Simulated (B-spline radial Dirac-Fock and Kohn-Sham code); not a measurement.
# Inner shells of Ho¹⁴⁺

Wanted for holmium as Ho¹⁴⁺: its X-ray form factor and Compton profile and the binding energy of each subshell.

Method: a free atom or ion on a radial basis; each step names its model; computed with B-spline radial Dirac-Fock and Kohn-Sham code, version 2.

**1. What is computed**

The Ho¹⁴⁺ ion in the configuration [Kr] 4d10 4f6 5s1.

- nuclear charge: 67
- electrons: 53
- mass number: 165
- nuclear rms radius: 5.2022 fm

**2. X-ray scattering functions**

Model: Dirac-Fock average of configuration, finite nucleus; form factor of the spherical density, Waller-Hartree incoherent function, impulse-approximation Compton profiles.

Recorded inputs:

```ini
task = scatter
Z = 67
charge = 14
configuration = 1s2 2s2 2p6 3s2 3p6 3d10 4s2 4p6 4d10 4f6 5s1
mass_number = 165
rms_radius = 5.2022  # fm
s = [0.0, 0.05, 0.1, 0.15, 0.2, 0.25, 0.3, 0.35, 0.4, 0.45, 0.5, 0.6, 0.7, 0.8, 0.9, 1.0, 1.1, 1.2, 1.4, 1.6, 1.8, 2.0, 2.5, 3.0, 3.5, 4.0, 5.0, 6.0]  # 1/A
pz = [0, 0.1, 0.2, 0.3, 0.4, 0.5, 0.6, 0.8, 1.0, 1.2, 1.4, 1.6, 1.8, 2.0, 2.5, 3.0, 4.0, 5.0, 7.0, 10.0, 15.0, 20.0, 30.0, 40.0, 60.0, 100.0]  # a.u.
photon_energy = [1000, 2000, 5000, 17479.3, 30000, 50000, 100000, 200000]  # eV
```

**3. Binding energies**

Model: Dirac-Fock average of configuration, Delta-SCF, finite nucleus, first-order Breit with its frequency dependence, self-energy and vacuum polarisation.

Recorded inputs:

```ini
task = binding
```

Q: Predict the outcome of this session. Wanted: rms radius of the electron cloud; form factor halves at; Compton profile at zero; deepest level listed, K; least bound, O1; Kα1.

The runs gave:

```
                             quantity         value
     rms radius of the electron cloud    0.462 bohr
                form factor halves at      0.82 1/Å
              Compton profile at zero  4.076 1/a.u.
         deepest level listed, K (1s)    55932.5 eV
                 least bound, O1 (5s)      296.0 eV
                                  Kα1    47544.6 eV
ionisation energy, NIST (theoretical)    305.000 eV
```

In words: f falls from 53 to half of that at s = 0.82 1/Å. Incoherent scattering outweighs coherent from 200 keV on, among the energies asked. The K (1s) level lies 71.7 eV under Koopmans' value by relaxation alone; Breit gives -165.10 and QED -85.79 eV. NIST's ionisation energy differs by +9.04 eV from the least binding energy, within its stated uncertainty. The Hartree-Fock and Dirac-Fock values hold no electron correlation.
